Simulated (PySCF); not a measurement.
# CH6Ge: the cost of one run

Computed with PySCF 2.14.0 and routines of our own; the level stands in each step. Atoms count from 0.

1 further run of the same task is left out (for a basis unfit for spin-orbit shieldings).

### Step 1. The system as given

8 atoms, charge 0, multiplicity 1; geometry from: GFN2-xTB.

### Step 2. Optimising the geometry at PBE0-D3(BJ)/def2-SVP

Job settings and geometry (Å):

```
{"job": {"xc": "PBE0", "basis": "def2-SVP", "d3": "d3bj", "grid": 1, "maxiter": 30, "shake": 0.01, "kind": "geom"}, "charge": 0, "multiplicity": 1}
C     -1.015320    -0.086120     0.038000
Ge     0.912400     0.051540    -0.037540
H     -1.485580     0.078730    -0.963660
H     -1.411270     0.703450     0.689820
H     -1.353740    -1.039620     0.393970
H      1.521940    -0.135550     1.312990
H      1.503460    -0.985200    -0.941080
H      1.383250     1.393610    -0.544970
```

The run is started by

```
$ OMP_NUM_THREADS=1 python heavy_run.py task.json out
```

This one command runs all jobs of the session in turn.

**Question.** How long does this run take on 1 thread of Arm Neoverse N1, shared host?

About 14 s.
